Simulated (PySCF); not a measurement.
# C2HCl3Ge (Ge(CCH)Cl3): the cost of one run

The runs use PySCF 2.14.0, with density-fitted response routines of our own; the level of theory stands in each step. All values are computed, except where a source is named. Atoms are numbered from 0 throughout.

### 1 The starting structure

7 atoms, charge 0, multiplicity 1; geometry from: GFN2-xTB. The atoms were then displaced at random by about 0.03 Å, so the start is not that level's minimum.

Bonds of the start (Å): Ge0–C1 1.91, Ge0–Cl4 2.07, Ge0–Cl5 2.23, Ge0–Cl6 2.08, C1–C2 1.18, C2–H3 1.08.

### 2 Optimising the geometry at PBE0-D3(BJ)/def2-SVP

The job: settings as JSON, then the geometry in Å.

```
{"job": {"xc": "PBE0", "basis": "def2-SVP", "d3": "d3bj", "grid": 1, "maxiter": 40, "shake": 0.03, "kind": "geom"}, "charge": 0, "multiplicity": 1}
Ge     0.065350    -0.068350    -1.007000
C     -0.016090    -0.016390     0.895880
C     -0.067520    -0.023110     2.077870
H      0.089440    -0.016850     3.147190
Cl     1.993180    -0.002250    -1.747830
Cl    -1.009340     1.753200    -1.717360
Cl    -0.963140    -1.728260    -1.717300
```

Launch:

```console
> OMP_NUM_THREADS=1 python probes_run.py task.json out
```

The driver reads the jobs from task.json and runs them one after another.

Q: Estimate the wall time and peak memory of this first job on 1 thread of AMD EPYC, shared host.

About 2.1 min, with a peak of 0.48 GiB.
